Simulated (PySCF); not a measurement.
# [BiCl4]+: other functionals and bases at one geometry

One table from this session's results is given with a row withheld; the runs are named, their logs left out.

Program: PySCF 2.14.0. Level of theory: several levels, as the steps say, no spin–orbit coupling. These are calculated values, not measurements.

3 further runs of the same task are left out: 1 for a known fault of the program, 2 that didn't finish.

## Where the work starts

5 atoms, charge 1, spin multiplicity 1.

Bond lengths: Bi1–Cl2 2.417 Å, Bi1–Cl3 2.417 Å, Bi1–Cl4 2.418 Å, Bi1–Cl5 2.418 Å. Angles: Cl2–Bi1–Cl3 108.7°, Cl2–Bi1–Cl4 109.6°, Cl2–Bi1–Cl5 109.6°, Cl3–Bi1–Cl4 109.6°, Cl3–Bi1–Cl5 109.6°, Cl4–Bi1–Cl5 109.6°.

Geometry (Å):

```xyz
5

Bi    0.0052    0.2515    0.0000
Cl   -0.0240   -1.1570    1.9645
Cl   -0.0240   -1.1570   -1.9645
Cl    2.0097    1.6041    0.0000
Cl   -1.9413    1.6862    0.0000
```

Formal oxidation states: Bi +5. An earlier session relaxed this geometry at PBE, Bi def2-SVP with ECP60, Cl def2-SVP (singlet, point group Td).

At PBE on the finer grid: E = -2053.878288 Eh, HOMO -13.40 eV, LUMO -12.01 eV, Mulliken charge on Bi1 +1.02 e, largest force component 0.016 eV/Å. 

Levels to run: BLYP; TPSS; revPBE; HF; PBE, TZVP; PBE, x2c-SVP. Hardware: 2 threads of Arm Neoverse V1, shared host.

The first run:

run.py (the lines that set the calculation) reads:

```python
mol = gto.M(atom='''
Bi     0.00523     0.25145     0.00000
Cl    -0.02405    -1.15704     1.96445
Cl    -0.02405    -1.15704    -1.96445
Cl     2.00969     1.60408     0.00000
Cl    -1.94130     1.68621     0.00000''',
    basis={'Bi': 'def2-SVP', 'Cl': 'def2-SVP'},
    ecp={'Bi': 'def2-SVP'},
    charge=1, spin=0)
mf = dft.RKS(mol, xc='BLYP')
mf.grids.atom_grid = (75, 302)
mf = mf.density_fit()  # fitting sets: Bi def2-universal-JKFIT, Cl def2-universal-JKFIT
mf.conv_tol = 1e-08; mf.max_cycle = 55
mf.kernel(dm0)  # dm0: the density of the relaxed state
```

Started as:

```
> OMP_NUM_THREADS=2 python run.py
```

Among the steps run: BLYP; TPSS; revPBE; HF; PBE, TZVP; PBE, x2c-SVP.

One table of the session follows, with a row left open; its other results are not shown here.

| level | HOMO (eV) | gap (eV) | charge on Bi1 (e) | dipole (D) | largest force component (eV/Å) |
| --- | --- | --- | --- | --- | --- |
| PBE (relaxed here) | -13.40 | 1.38 | 1.02 | 0.03 | 0.02 |
| BLYP | -13.13 | 1.36 | 1.00 | 0.02 | 0.33 |
| TPSS | -13.63 | 1.53 | 1.10 | 0.03 | 0.04 |
| revPBE | -13.38 | 1.40 | 1.06 | 0.03 | 0.14 |
| HF | -18.39 | 10.05 | 1.37 | 0.04 | 0.74 |
| PBE, TZVP | ? | ? | ? | ? | ? |
| PBE, x2c-SVP | -13.39 | 1.37 | 1.05 | 0.02 | 0.14 |

Estimate the missing values for PBE, TZVP.

The run gave: HOMO (eV): -13.44; gap (eV): 1.49; charge on Bi1 (e): 1.15; dipole (D): 0.02; largest force component (eV/Å): 0.46. In the column «HOMO (eV)» it lies between TPSS (-13.63) and PBE (relaxed here) (-13.40).

The dipole of a charged species depends on the origin, so these sizes hold for this origin alone.

In one basis the HOMO–LUMO gap runs from 1.36 eV (BLYP) to 10.05 eV (HF). The largest leftover force, 0.74 eV/Å with HF, stands at a geometry relaxed at another level. Total energies of different levels can't be compared.
